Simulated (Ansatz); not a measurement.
# Sn5H2: the cost of one run

Method: DFT PBEsol, scalar-relativistic, plane waves, PAW, in Ansatz 0.2.0.

3 further runs of the same task are left out: 3 set aside as unsound or not needed.

**1. Starting point**

It takes space group Pm (No. 6, monoclinic). The conventional cell has a = 9.251 Å, b = 4.626 Å, c = 20.408 Å, α = 90.00°, β = 90.00°, γ = 90.00°. Sn (site symmetry m) is surrounded by 2 H at 1.73 Å. Sn (site symmetry m) has 4 Sn at 2.79 to 2.83 Å as nearest neighbours. Sn (site symmetry m) is surrounded by 4 Sn at 2.78 to 2.83 Å. Sn (site symmetry m) is surrounded by 4 Sn at 2.79 to 2.85 Å. Around Sn (site symmetry m) lie 4 Sn at 2.78 to 3.05 Å. Sn (site symmetry m) is surrounded by 4 Sn at 2.84 to 3.05 Å. Sn (site symmetry m) has 4 Sn at 2.62 to 2.85 Å as nearest neighbours. Only part of the 12 independent sites is listed.

Coordinates:

```xyz
14
Lattice="9.2512 0.0000 0.0000 0.0000 4.6256 0.0000 0.0000 0.0000 20.4077" Properties=species:S:1:pos:R:3 pbc="T T T"
Sn    4.6256    0.0000    5.0161
Sn    0.0000    0.0000    5.0161
Sn    6.9384    0.0000    6.6515
Sn    2.3128    0.0000    6.6515
Sn    7.3405    2.3128    8.1522
Sn    2.1941    2.3128    8.1885
Sn   -0.0209    2.3128   10.2907
Sn    4.8072    2.3128    9.3171
Sn    1.6105    0.0000   10.4846
Sn    4.4030    0.0000   10.4846
H     4.7108    1.4040    4.0042
H     4.7108   -1.4040    4.0042
H    -0.0852   -1.4040    4.0042
H    -0.0852    1.4040    4.0042
```

This is the geometry of the first run shown, built on a cell relaxed beforehand with the same method.

**2. What is varied**

Atoms count from 1 in the order of the input.

Two atoms of the surface dimers are held at set heights.

- height of Sn9 above its place in the flat dimer: 7 values from −0.771 to 0.746 Å
- height of Sn10 above its place in the flat dimer: 7 values from −0.771 to 0.746 Å

Relaxed at each point: all atoms of the upper layers, but for the two heights. Points are written as (first, second).

**3. Grid point (−0.771 Å, −0.771 Å)**

Input file input.yaml:

```yaml
crystal:
  lattice:
    - [9.2511606991, 0.0, 0.0]
    - [0.0, 4.6255803495, 0.0]
    - [0.0, 0.0, 20.4076949379]
  atoms:
    - { symbol: Sn, position: [0.5, 0.0, 0.2457963278] }
    - { symbol: Sn, position: [0.0, 0.0, 0.2457963278] }
    - { symbol: Sn, position: [0.75, 0.0, 0.3259322579] }
    - { symbol: Sn, position: [0.25, 0.0, 0.3259322579] }
    - { symbol: Sn, position: [0.7934732408, 0.5, 0.3994658146] }
    - { symbol: Sn, position: [0.2371670495, 0.5, 0.4012462618] }
    - { symbol: Sn, position: [-0.0022643251, 0.5, 0.5042576318] }
    - { symbol: Sn, position: [0.5196344096, 0.5, 0.4565472514] }
    - { symbol: Sn, position: [0.1740851528, 0.0, 0.5137577366] }
    - { symbol: Sn, position: [0.4759380483, 0.0, 0.5137577366] }
    - { symbol: H, position: [0.5092148627, 0.3035343313, 0.1962100729] }
    - { symbol: H, position: [0.5092148627, -0.3035343313, 0.1962100729] }
    - { symbol: H, position: [-0.0092148627, -0.3035343313, 0.1962100729] }
    - { symbol: H, position: [-0.0092148627, 0.3035343313, 0.1962100729] }
basis:
  ecutwfc: 420
kpoints:
  mp_grid: { grid: [3, 6, 1] }
hamiltonian:
  xc: pbesol
scf:
  occupations: { method: gaussian, width: 0.05 }
output:
  forces: true
  eigenvalues: true
relax:
  adjacent_minimum: "off"
  f_tol: 0.03
  max_steps: 30
  constraints: [{ sites: [0, 1, 2, 3, 10, 11, 12, 13] }, { sites: [8, 9], fix: z }]
efield:
  axis: 3
  dipole_correction: true
  ramp_width: 0.04
```

Run with:

```sh
$ ansatz run input.yaml --threads 4 --pin off --max-ram 12288MiB --backend cpu --events-out ev --progress --plain --runs-dir out
```

What time and memory should one allow on 4 threads of Arm Neoverse V1, shared host?

About 2.8 min, with a peak of 1.9 GiB.
